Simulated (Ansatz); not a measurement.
Working through a displacement scan with seeded SCF runs of MnS, space group Fm-3m

Program: Ansatz's Python interface.

`mns.xyz`
```text
2
Lattice="0.0 2.6045 2.6045 2.6045 0.0 2.6045 2.6045 2.6045 0.0" Properties=species:S:1:pos:R:3:initial_magmoms:R:1 pbc="T T T"
Mn    0.00000000    0.00000000    0.00000000  4.00
S     2.60450000    2.60450000    2.60450000  0.00
```

Typed at the interpreter:
```pycon
>>> import ansatz as az
>>> import numpy as np
>>> K_SPACING = 0.38
>>> SIGMA = 0.1
>>> cell = az.Crystal.from_extxyz('mns.xyz')
>>> start = np.array(cell.resolved().sites[0].position)
>>> previous, rows = None, []
>>> for step in range(4):
...     target = start + step * 0.015 * np.eye(3)[2]
...     job = (
...         cell.move(0, to=target).calculation()
...         .hubbard('Mn', 'd', u_eff=4.5)
...         .spin('collinear')
...         .pseudopotentials('paw')
...         .kpoints(spacing=K_SPACING)
...         .occupations(az.OccupationsMethod.FERMI_DIRAC, width=SIGMA)
...         .functional(az.Functional.PBESOL)
...         .forces()
...     )
...     session = job.session()
...     if previous is not None:
...         session.seed_next_step(previous)
...     previous = session.plan(retain='density').execute()
...     data = previous.report
...     shift = float(np.linalg.norm((target - start) @ np.array(data['lattice']['cell_ang'])))
...     rows.append((step, shift, data['lagrangian_ev'], float(np.linalg.norm(data['forces_ev_ang'][0])), data['n_iterations'], data['n_symmetry_ops']))
...
DeckWarning: basis.ecutwfc = 420 eV, auto-derived from the records' recommended cutoffs: set by Mn (normal level)
True
True
True
>>> rows = [(row[0], row[1], 1000 * (row[2] - rows[0][2]), *row[3:]) for row in rows]
>>> print('          step         moved A          dE meV  force on it eV/A      iterations  symmetry operations')
          step         moved A          dE meV  force on it eV/A      iterations  symmetry operations
>>> for row in rows:
...     print(f'{str(row[0]):>14s}  {row[1]:14.4f}  {row[2]:14.3f}  {row[3]:16.4f}  {row[4]:14d}  {row[5]:19d}')
...
             0          0.0000           0.000            0.0000              10                   48
             1          0.0552           3.944            0.1434               7                    4
             2          0.1105          15.964            0.2934               7                    4
             3          0.1657          36.599            0.4562               7                    4
```

Reading the output:
- With one magnetic atom the cell can hold only ferromagnetic order.
- Of the deposited cell: the entry's cell lengths or inner coordinates differ somewhat from later room-temperature determinations.
- The structure is a deposited one; some such entries were measured under pressure or heat, so a shift against it needn't be the functional's error alone.
- Warnings are shown shortened and without file and line.
- The first step keeps the crystal's symmetry; the moved atom lowers it.
- The whole script took 7.6 s on 1 thread of AMD EPYC 9R45 96-Core Processor (Zen 5), on a shared host, peak memory 0.47 GiB.
